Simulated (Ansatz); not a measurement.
## KLuO2: equation of state with PBE

The system is KLuO2.

```
Lu K O
1.0
     1.67374    0.96634    6.16105
    -1.67374    0.96634    6.16105
     0.00000   -1.93267    6.16105
Lu K O
1 1 2
Direct
  0.50000 0.50000 0.50000
  0.00000 0.00000 0.00000
  0.77267 0.77267 0.77267
  0.22733 0.22733 0.22733
```

The cell comes from a database or a generator and needn't be the stable form of this composition.

| Item | Value |
| --- | --- |
| Program | Ansatz 0.2.0 |
| Task | equation of state |
| Functional | PBE |
| Potentials or basis | Ansatz PAW |
| Cutoff | 420 eV |
| Density cutoff | 1680 eV |
| k mesh | 9 × 9 × 9 |
| Occupations | fermi-dirac, width 0.05 eV |
| Spin | no spin polarisation |

```
Equilibrium volume                        : 15.74 Å³/atom
Bulk modulus at fixed shape and positions : 103 GPa
Pressure derivative of the bulk modulus   : 4.3
```

Energy against volume, from the lowest point:
| volume (Å³/atom) | energy (meV/atom) |
| --- | --- |
| 14.050 | 70.78 |
| 14.349 | 46.10 |
| 14.648 | 27.26 |
| 14.947 | 13.73 |
| 15.246 | 4.98 |
| 15.545 | 0.54 |
| 15.844 | 0.00 |

All runs of the series together: 9.6 s on 2 threads of AMD EPYC 9B45 (Zen 5) (shared host).

Caveat: the cell was scaled at fixed shape and fractional positions, which overstates the stiffness of a crystal with free parameters, most of all of layers and chains. The run has no spin-orbit coupling, so splittings on Lu are missing.
